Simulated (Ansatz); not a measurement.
The system is BiS.

```
Bi S
1.0
     2.10927    1.21779    3.50049
    -2.10927    1.21779    3.50049
     0.00000   -2.43558    3.50049
Bi S
1 1
Direct
  0.00000 0.00000 0.00000
  0.50000 0.50000 0.50000
```

The cell was built by a generator and needn't be a form met in nature.

| Item | Value |
| --- | --- |
| Program | Ansatz 0.2.0 |
| Task | relaxation of cell and atoms |
| Functional | PBE |
| Potentials or basis | Ansatz PAW |
| Cutoff | 420 eV (not typed: the program's choice for these potentials) |
| k mesh | 8 × 8 × 8 |
| Occupations | fermi-dirac, width 0.05 eV |
| Spin | no spin polarisation |

At the start: volume 26.97 Å³/atom.

Q: How do energy, volume and symmetry change on relaxing?

A: It ends after 11 steps and the volume is 25.24 Å³/atom (-6.4 %); space group R-3m (No. 166, to 0.05 Å).

Step by step:
| step | energy change (eV) | largest force (eV/Å) | volume (Å³) |
| --- | --- | --- | --- |
| 1 | 0.0000 | 0.0000 | 53.95 |
| 2 | -0.0056 | 0.0000 | 51.97 |
| 3 | -0.0114 | 0.0000 | 52.40 |
| 4 | -0.0465 | 0.0000 | 52.72 |
| 5 | -0.0970 | 0.0000 | 52.07 |
| 6 | -0.1121 | 0.0000 | 51.06 |
| 7 | -0.1134 | 0.0000 | 50.52 |
| 8 | -0.1134 | 0.0000 | 50.49 |
| 9 | -0.1141 | 0.0000 | 50.49 |
| 10 | -0.1142 | 0.0000 | 50.49 |
| 11 | -0.1142 | 0.0000 | 50.49 |

Final structure:
```xyz
2
Lattice="1.9158 1.1061 3.9712 -1.9158 1.1061 3.9712 0.0000 -2.2121 3.9712" Properties=species:S:1:pos:R:3 pbc="T T T"
Bi    0.0000    0.0000    0.0000
S     0.0000    0.0000    5.9569
```

Caveat: the plane-wave basis is chosen anew once the cell has moved, so the energies of steps on either side of that aren't comparable.
